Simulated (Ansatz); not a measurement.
TeAs on several prototypes, a ranking of structure types by relaxed energy

Computed with Ansatz 0.2.0, Python API.

The cells in order, each with its output:

**Cell 1**
```python
import warnings

import ansatz as az
import numpy as np
import spglib
```

**Cell 2**
```python
FUNCTIONAL = "lda"
CUTOFF_EV = 520
K_SPACING = 0.14
FILLING = "fermi_dirac"
WIDTH_EV = 0.02
```

**Cell 3**
```python
def cscl(first, second, a):
    return (
        az.Lattice.cubic(a)
        .space_group(221)
        .atom(first, (0, 0, 0))
        .atom(second, (0.5, 0.5, 0.5))
    )
```

**Cell 4**
```python
def rocksalt(a_site, b_site, a):
    return (
        az.Lattice.fcc(a)
        .space_group(225)
        .atom(a_site, (0, 0, 0))
        .atom(b_site, (0.5, 0.5, 0.5))
        .primitive()
    )
```

**Cell 5**
```python
def wurtzite(A, B, a):
    return (
        az.Lattice.from_parameters(a, a, 1.633 * a, alpha=90, beta=90, gamma=120)
        .space_group(186)
        .atom(A, (1 / 3, 2 / 3, 0))
        .atom(B, (1 / 3, 2 / 3, 0.375))
    )
```

**Cell 6**
```python
def compute(name, crystal):
    calc = (
        crystal.calculation()
        .functional(FUNCTIONAL)
        .basis(CUTOFF_EV)
        .kpoints(spacing=K_SPACING)
        .occupations(FILLING, width=WIDTH_EV)
        .stress()
        .band_table()
    )
    calc = calc.relax(force_tolerance=0.03, cell=True)
    return calc.run(threads=1, backend="cpu")
```

**Cell 7**
```python
def relaxed_twice(name, crystal):
    # the second pass draws mesh and plane waves anew for the relaxed cell
    first = compute(name, crystal)
    again = az.Crystal(lattice=az.Lattice.of(first.lattice.cell_ang))
    for site in first.report["lattice"]["sites"]:
        again = again.atom(site["symbol"], site["position_frac"])
    return compute(name, again)
```

**Cell 8**
```python
def space_group(outcome):
    sites = outcome.report["lattice"]["sites"]
    kinds = sorted({site["symbol"] for site in sites})
    cell = (outcome.lattice.cell_ang, [site["position_frac"] for site in sites], [kinds.index(site["symbol"]) for site in sites])
    return spglib.get_spacegroup(cell, symprec=0.01)
```

**Cell 9**
```python
def volume_per_atom(outcome):
    return abs(np.linalg.det(outcome.lattice.cell_ang)) / len(outcome.lattice.sites)
```

**Cell 10**
```python
def gap_ev(outcome):
    # nan where the run reports no band edges: a metal, overlapping bands, or a gap that is small against the smearing
    edges = outcome.report.get("band_edges_ev")
    return edges[1] - edges[0] if edges else float("nan")
```

**Cell 11**
```python
# starting lattice constants are rough guesses; the relaxation finds the rest
warnings.simplefilter("ignore", az.DeckWarning)
```

**Cell 12**
```python
phases = {}
phases["CsCl"] = cscl("Te", "As", 3.65)
phases["rocksalt"] = rocksalt("Te", "As", 5.94)
phases["wurtzite"] = wurtzite("Te", "As", 4.48)
```

**Cell 13**
```python
done = {}
for name, crystal in phases.items():
    done[name] = relaxed_twice(name, crystal)
    print(f"{name}: {done[name].report['energy_sigma0_ev']:.4f} eV, {len(done[name].lattice.sites)} atoms")
```
Output:
```text
CsCl: -11600.1621 eV, 2 atoms
rocksalt: -11600.7376 eV, 2 atoms
wurtzite: -23200.5120 eV, 4 atoms
```

**Cell 14**
```python
energy = {name: o.report["energy_sigma0_ev"] / len(o.lattice.sites) for name, o in done.items()}
lowest = min(energy.values())
rows = [(name, len(o.lattice.sites), 1000 * (energy[name] - lowest), space_group(o), volume_per_atom(o), gap_ev(o)) for name, o in done.items()]
rows.sort(key=lambda row: row[2])
print("     phase       atoms  dE (meV/atom)  space group  V (A^3/atom)    gap (eV)")
for row in rows:
    print(f"{str(row[0]):>10}  {row[1]:10d}  {row[2]:13.1f}  {str(row[3]):>11}  {row[4]:12.3f}  {row[5]:10.2f}")
```
Output:
```text
     phase       atoms  dE (meV/atom)  space group  V (A^3/atom)    gap (eV)
  rocksalt           2            0.0  Fm-3m (225)        24.509         nan
  wurtzite           4          240.8  P6_3/mmc (194)        30.012         nan
      CsCl           2          287.7  Pm-3m (221)        22.037         nan
```

By space group at the end of each run: Fm-3m (+0 meV an atom, 24.5 Å³), P6_3/mmc (+235 meV an atom, 30.0 Å³) and Pm-3m (+288 meV an atom, 22.0 Å³).

Caveats:
- Absolute energies stand on the zero of these potentials, so only differences at equal settings mean something.
- Levels are Kohn-Sham eigenvalues on this mesh, without spin-orbit coupling.
- The cells are built on prototypes, so most aren't the phase found in nature. Rows bear the name of their start, and a relaxation keeps or raises the symmetry. Differences under 10 to 15 meV an atom lie within the error of mesh and functional.
- It ran for 12 min on 1 thread of Arm Neoverse V2 (shared host), peak memory 0.72 GiB.
